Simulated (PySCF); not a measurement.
**O⁻ with other numerical set-ups**

The method stays; parts of the set-up, such as the basis or the Hamiltonian, are changed.

Program: PySCF 2.14.0. Level of theory: each script names its method and basis. These are calculated values, not measurements.

2 further runs of the same task are left out: 2 that didn't finish.

## 1. The atom

O⁻: 1 atom, charge -1, spin multiplicity 2.

## 2. Base script

Input file input.py:

```python
from pyscf import gto, dft

mol = gto.M(
    atom='O 0 0 0',
    basis='3-21g',
    charge=-1,
    spin=1,
    verbose=4,
)
mf = dft.UKS(mol, xc='hcth407')
mf.kernel()
mf.stability(internal=True, external=True)
mf.dip_moment()
print('orbital energies (hartree):', [e[max(0, n-3):n+3].round(4) for e, n in zip(mf.mo_energy, mol.nelec)])
```

Command:

```
$ OMP_NUM_THREADS=1 python input.py
```

The log of this run is left out.

Base result: E(SCF) = -74.561170 Eh, 8 cycles, ⟨S²⟩ = 0.750, internal unstable; real -> complex stable; UHF/UKS -> GHF/GKS unstable.

A lower solution of the same kind exists, so this energy is an upper bound.

## 3. Integration grid 2

Edit 1 changes integration grid: default → 2.

Input file input.py:

```python
from pyscf import gto, dft

mol = gto.M(
    atom='O 0 0 0',
    basis='3-21g',
    charge=-1,
    spin=1,
    verbose=4,
)
mf = dft.UKS(mol, xc='hcth407')
mf.grids.level = 2
mf.kernel()
mf.stability(internal=True, external=True)
mf.dip_moment()
print('orbital energies (hartree):', [e[max(0, n-3):n+3].round(4) for e, n in zip(mf.mo_energy, mol.nelec)])
```

Command:

```
$ OMP_NUM_THREADS=1 python input.py
```

## 4. Cc-pvdz

Edit 2 changes basis set: 3-21g → cc-pvdz.

Changes to input.py since step 2:

```diff
@@ -4,3 +4,3 @@
     atom='O 0 0 0',
-    basis='3-21g',
+    basis='cc-pvdz',
     charge=-1,
```

## 5. Density fitting def2-universal-jkfit

Edit 3 changes density fitting: none → def2-universal-jkfit.

Changes to input.py since step 2:

```diff
@@ -10,2 +10,3 @@
 mf = dft.UKS(mol, xc='hcth407')
+mf = mf.density_fit(auxbasis='def2-universal-jkfit')
 mf.kernel()
```

## 6. Spin-free X2C on

Edit 4 changes spin-free X2C: off → on.

Changes to input.py since step 2:

```diff
@@ -10,2 +10,3 @@
 mf = dft.UKS(mol, xc='hcth407')
+mf = mf.sfx2c1e()
 mf.kernel()
```

## 7. Integration grid (99, 590)

Edit 5 changes integration grid: default → (99, 590).

Changes to input.py since step 2:

```diff
@@ -10,2 +10,3 @@
 mf = dft.UKS(mol, xc='hcth407')
+mf.grids.atom_grid = (99, 590)
 mf.kernel()
```

Before running it: what results should come out? Wanted: for each run, E(SCF); from base; gap, α spin; after the SCF.

The runs gave:

| run | E(SCF) (hartree) | from base (eV) | cycles | gap, α spin (eV) | functions | after the SCF |
| --- | --- | --- | --- | --- | --- | --- |
| base | -74.561170 | 0 | 8 | 40.77 | 9 | unstable: internal, UHF/UKS -> GHF/GKS |
| integration grid 2 | -74.561169 | 0.0000 | 6 | 40.77 | 9 | unstable: internal, UHF/UKS -> GHF/GKS |
| cc-pvdz | -75.026164 | -12.6531 | 7 | 27.67 | 14 | unstable: UHF/UKS -> GHF/GKS |
| density fitting def2-universal-jkfit | -74.561215 | -0.0012 | 6 | 40.77 | 9 | unstable: internal, UHF/UKS -> GHF/GKS |
| spin-free X2C on | -74.606331 | -1.2289 | 6 | 40.74 | 9 | unstable: UHF/UKS -> GHF/GKS |
| integration grid (99, 590) | -74.561170 | 0.0000 | 6 | 40.77 | 9 | unstable: internal, UHF/UKS -> GHF/GKS |

In words: The highest filled level of this anion is positive: the basis lacks diffuse functions or the electron is not bound, so these numbers hang on the basis. No change of the SCF energy comes from integration grid 2 or integration grid (99, 590). The largest comparable shift of the SCF energy, -12.653 eV, comes with the run “cc-pvdz”. cc-pvdz (14 functions) gives an energy 12.65 eV lower than 3-21g (9). Scalar relativity lowers the total energy by 1.23 eV, nearly all of it in the inner shells; a basis contracted without relativity catches only part of it. With integration grid 2, integration grid (99, 590) the path hardly changes: 6 cycles against 8.
